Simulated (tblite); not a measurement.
# C4H4AuClO: the cost of one run

Programs: tblite 0.8.0 and PySCF 2.14.0. All values are calculated, for the isolated system unless a continuum is named. Atoms count from 0, parts from 1.

### 1 Starting point

11 atoms, charge 0, multiplicity 1; geometry: rigid parts in contact. Parts: 1 = atoms 0–1, `[Cl][Au]`, charge 0; 2 = atoms 2–10, `c1ccoc1`, charge 0.

### 2 Search for minima with GFN2-xTB

The job: settings as JSON, then the geometry in Å.

```
{"job": {"kind": "dock", "xc": "GFN2-xTB", "basis": "xTB"}, "charge": 0, "multiplicity": 1, "parts": [{"atoms": "0-1", "charge": 0, "multiplicity": 1}, {"atoms": "2-10", "charge": 0, "multiplicity": 1}]}
Cl     0.841315    -0.587125     0.445260
Au    -0.841315     0.587125    -0.445260
C     -0.234036     2.883592    -2.150467
C     -1.232295     3.844272    -1.852847
C     -0.683405     4.674523    -0.926521
O      0.571447     4.296260    -0.635403
C      0.837267     3.211325    -1.380088
H     -0.308509     2.068181    -2.840083
H     -2.215909     3.904522    -2.271271
H     -1.068160     5.535298    -0.416572
H      1.808472     2.769907    -1.277089
```

With the program's defaults for keys left out, this is: GFN2-xTB search for minima from random contacts, gas phase.

Command:

```sh
> OMP_NUM_THREADS=1 python cluster_run.py task.json out
```

One launch serves the whole session: the jobs run in the order shown.

Q: Estimate the wall time of this first job on 1 thread of Arm Neoverse N1, shared host.

About 73 s.
